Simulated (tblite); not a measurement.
# C8H12BN: the cost of one run

Computed with tblite 0.8.0 and PySCF 2.14.0, with density-fitted response routines of our own, on a single molecule in the gas phase. Atoms are numbered from 0 throughout.

## 1. The starting structure

22 atoms, charge 0, multiplicity 1; geometry from: force field or distance geometry start.

Bonds of the start (Å): B0–C1 1.58, C1–C2 1.34, C2–C3 1.52, C3–C4 1.54, C3–N5 1.48, N5–C6 1.34, C6–C7 1.38, C7–C8 1.38, C8–C9 1.37, C9–N5 1.35, B0–H10 1.17, B0–H11 1.18, C1–H12 1.07, C2–H13 1.08, C3–H14 1.11, C4–H15 1.11, C4–H16 1.11, C4–H17 1.11, C6–H18 1.08, C7–H19 1.08, C8–H20 1.08, C9–H21 1.08.

## 2. Geometry optimisation with GFN2-xTB

The job: settings as JSON, then the geometry in Å.

```
{"job": {"kind": "relax", "xc": "GFN2-xTB", "basis": "xTB"}, "charge": 0, "multiplicity": 1}
B      3.265000    -1.104700    -0.975500
C      1.854500    -0.389200    -0.958000
C      1.505200     0.394600     0.073100
C      0.143300     1.079100     0.074100
C      0.028200     2.053200     1.257800
N     -0.931200     0.070300     0.158100
C     -1.967700    -0.036600    -0.689800
C     -2.777200    -1.075700    -0.285400
C     -2.207500    -1.622300     0.848300
C     -1.075500    -0.887300     1.104900
H      4.022900    -0.952700    -0.091900
H      3.542000    -1.799000    -1.883900
H      1.176700    -0.560600    -1.770200
H      2.185700     0.562000     0.896200
H      0.037500     1.665500    -0.857100
H     -0.971200     2.543800     1.247200
H      0.156600     1.533000     2.224700
H      0.805800     2.838100     1.163700
H     -2.133500     0.602100    -1.538500
H     -3.688700    -1.406700    -0.766800
H     -2.591700    -2.444500     1.431700
H     -0.389700    -1.042800     1.926800
```

Command:

```bash
> OMP_NUM_THREADS=1 python probes_run.py task.json out
```

The driver reads the jobs from task.json and runs them one after another.

Q: Estimate the wall time and peak memory of this first job on 1 thread of Arm Neoverse V2, shared host.

About 1.1 s, with a peak of 0.18 GiB.
